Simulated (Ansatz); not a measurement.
This script makes a convergence test of the plane-wave cutoff of ZnPd3, space group Pm-3m with Ansatz's Python interface.

Script `znpd3_ecut.py`:
```python
"""Cutoff test for ZnPd3."""

import csv

import ansatz as az

crystal = (
    az.Lattice.of([3.8769, 0.0, 0.0], [0.0, 3.8769, 0.0], [0.0, 0.0, 3.8769])
    .atom("Zn", [0.0, 0.0, 0.0])
    .atom("Pd", [0.0, 0.5, 0.5])
    .atom("Pd", [0.5, 0.0, 0.5])
    .atom("Pd", [0.5, 0.5, 0.0])
)

base = (
    crystal.calculation()
    .functional(az.Functional.LDA)
    .kpoints(mesh=(6, 6, 6))
    .occupations(az.OccupationsMethod.FERMI_DIRAC, width=0.1)
    .stress()
)

rows = []
for value in [250, 325, 400, 475, 550, 625]:
    summary = base.basis(value).run(threads=1).report
    rows.append((value, summary["free_energy_ev"] / len(summary["lattice"]["sites"]), summary["n_iterations"], sum(summary["stress_gpa"][i][i] for i in range(3)) / 3, summary["n_pw"]))

with open("ecut.csv", "w", newline="") as handle:
    writer = csv.writer(handle)
    writer.writerow(["cutoff (eV)", "F/atom (eV)", "iterations", "P (GPa)", "plane waves"])
    writer.writerows([round(v, 5) if isinstance(v, float) else v for v in row] for row in rows)

# the last row is the reference
for row in rows[:-1]:
    shift = 1000 * (row[1] - rows[-1][1])
    print(f"{row[0]}: {shift:+.2f} meV/atom" + ("  (within 5 meV)" if abs(shift) < 5 else ""))
```

From which cutoff on is the energy per atom within 5 meV of the last row, and how does it get there?

From 400 eV on it stays within 5 meV an atom of the value at 625 eV; the first row (250 eV) is off by 1711.6 meV and the last but one by 0.33 meV. The energy falls steadily, as expected when plane waves are added. The pressure moves from -2.18 to -9.51 GPa (the program's stress holds a Pulay correction, so it settles early).

What the script printed:

```console
$ python znpd3_ecut.py
DeckWarning: basis.ecutwfc = 250 eV is below the records' recommended 420 eV, and the density's cutoff is lower with it unless basis.ecutrho_ratio is high enough to keep the records' density cutoff: compare with a run at a higher cutoff
DeckWarning: basis.ecutwfc = 325 eV is below the records' recommended 420 eV, and the density's cutoff is lower with it unless basis.ecutrho_ratio is high enough to keep the records' density cutoff: compare with a run at a higher cutoff
DeckWarning: basis.ecutwfc = 400 eV is below the records' recommended 420 eV, and the density's cutoff is lower with it unless basis.ecutrho_ratio is high enough to keep the records' density cutoff: compare with a run at a higher cutoff
250: +1711.60 meV/atom
325: +51.38 meV/atom
400: +1.74 meV/atom  (within 5 meV)
475: +0.68 meV/atom  (within 5 meV)
550: +0.33 meV/atom  (within 5 meV)
```
(Warnings from the package without file and line.)

`ecut.csv`, as written:
```csv
cutoff (eV),F/atom (eV),iterations,P (GPa),plane waves
250,-5943.59119,8,-2.17735,485
325,-5945.25141,7,-9.60838,751
400,-5945.30105,8,-9.48774,1021
475,-5945.30212,8,-9.49827,1357
550,-5945.30246,7,-9.50486,1743
625,-5945.30279,8,-9.51152,2103
```

The mesh is modest for a metal, so energies can be off by several to tens of meV an atom and pressures by half a GPa or more; differences at equal mesh fare better. Pressure is positive in compression. This cell is a computed structure, which may not be the phase found in nature. Shifts are counted from the last row, which is itself no proven limit. Cost: of the order of 14 core-seconds.

(Lines on the test bed's own set-up are left out of the output.)
